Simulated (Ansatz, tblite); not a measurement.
**The cluster Al₄Ga₄: competing shapes**

An exercise on one series of results from a longer session: the logs are not shown, and one member is left open.

Method: relaxed with PBE0-D4/def2-SVP, singlet; program: Ansatz 0.2.0, Gaussian basis.

4 further runs of the same task are left out: 3 that didn't finish, 1 set aside as unsound or not needed. Runs told in other sessions of the task aren't counted.

## Where the work starts

8 atoms, charge 0, spin multiplicity 1.

Atoms are counted from 1 here; the program's logs count them from 0.

Bond lengths: Al1–Al3 2.647 Å, Al1–Ga6 2.673 Å, Al1–Ga7 2.772 Å, Al1–Ga8 2.689 Å, Al2–Al3 2.639 Å, Al2–Ga8 2.643 Å, Al3–Ga6 2.871 Å, Al4–Ga7 2.574 Å, Al4–Ga8 2.666 Å, Ga5–Ga6 2.692 Å, Ga5–Ga7 2.576 Å. Angles: Al3–Al1–Ga6 65.3°, Al3–Al1–Ga7 116.7°, Al3–Al1–Ga8 78.5°, Ga6–Al1–Ga7 76.1°, Ga6–Al1–Ga8 114.5°, Ga7–Al1–Ga8 74.4°, Al3–Al2–Ga8 79.4°, Al1–Al3–Al2 101.6°, Al1–Al3–Ga6 57.8°, Al2–Al3–Ga6 125.7°, Ga7–Al4–Ga8 78.1°, Ga6–Ga5–Ga7 79.2°, Al1–Ga6–Al3 56.9°, Al1–Ga6–Ga5 102.1°, Al3–Ga6–Ga5 130.2°, Al1–Ga7–Al4 103.9°, Al1–Ga7–Ga5 102.5°, Al4–Ga7–Ga5 116.5° and more.

Geometry (Å):

| atom | x (Å) | y (Å) | z (Å) |
| --- | --- | --- | --- |
| Al1 | 1.1363 | -0.6576 | 1.2192 |
| Al2 | -0.4691 | -2.4656 | -2.0891 |
| Al3 | -0.7210 | -2.4166 | 0.5379 |
| Al4 | 0.9023 | 1.8660 | -2.1423 |
| Ga5 | -1.6148 | 2.4762 | 1.3896 |
| Ga6 | -1.3168 | -0.0971 | 2.1218 |
| Ga7 | 0.7179 | 1.9642 | 0.4228 |
| Ga8 | 1.3653 | -0.6695 | -1.4599 |

A search from random starts with GFN1-xTB found 4 distinct shapes; 3 go on here. The structure above is candidate A, which lies 0.00 eV above the lowest at that level; B lies 0.03 eV above the lowest at that level; C lies 0.26 eV above the lowest at that level.

Set-up of the first run:

Input file in.yaml:

```yaml
crystal:
  periodic: [false, false, false]
  atoms:
    - {symbol: Al, position_ang: [1.136280, -0.657560, 1.219230]}
    - {symbol: Al, position_ang: [-0.469090, -2.465560, -2.089130]}
    - {symbol: Al, position_ang: [-0.721030, -2.416600, 0.537860]}
    - {symbol: Al, position_ang: [0.902310, 1.866040, -2.142260]}
    - {symbol: Ga, position_ang: [-1.614810, 2.476190, 1.389560]}
    - {symbol: Ga, position_ang: [-1.316770, -0.097130, 2.121790]}
    - {symbol: Ga, position_ang: [0.717860, 1.964160, 0.422790]}
    - {symbol: Ga, position_ang: [1.365260, -0.669540, -1.459850]}
basis:
  gaussian: {orbitals: def2-SVP}
hamiltonian: {xc: pbe0, dispersion: d4}
scf: {lower_state_search: "off"}
output: {orbitals: {seedname: orbitals}}
relax: {f_tol: 0.02, max_steps: 100}
```

Started as:

```
ansatz run in.yaml --threads 4 --pin off --events-out ev --progress --plain --max-ram 4787MiB
```

Steps of the session up to this table: Relaxing candidate A; Relaxing candidate B; Relaxing candidate C; Candidate A, PBE0-D4/def2-TZVP; Candidate A, PBE-D4/def2-TZVP; Candidate A, r2SCAN-D4/def2-TZVP; Candidate A, PBE-QIDH/def2-TZVP; Candidate A, revPBE-D4/def2-TZVP; Candidate A, MP2/def2-SVP; Candidate B, PBE0-D4/def2-TZVP; Candidate B, PBE-D4/def2-TZVP; Candidate B, r2SCAN-D4/def2-TZVP; Candidate B, PBE-QIDH/def2-TZVP; Candidate B, revPBE-D4/def2-TZVP; Candidate B, MP2/def2-SVP.

One table of the session follows, with a row left open; its other results are not shown here.

It belongs to the step «B against C». 

| level | B above C (eV) |
| --- | --- |
| GFN1-xTB | -0.119 |
| HF/def2-SVP | +0.600 |
| PBE-D4/def2-TZVP | +0.971 |
| revPBE-D4/def2-TZVP | +0.978 |
| r2SCAN-D4/def2-TZVP | +0.948 |
| PBE0-D4/def2-TZVP | +1.055 |
| PBE-QIDH/def2-TZVP | +1.261 |
| MP2/def2-SVP | ? |

Estimate the missing values for MP2/def2-SVP.

**Answer.** B above C (eV): +1.529. In the column «B above C (eV)» it is the highest.

To keep in mind: A random search of this size may have missed the true lowest shape. Only singlets are compared; another spin may lie lower and prefer another shape.
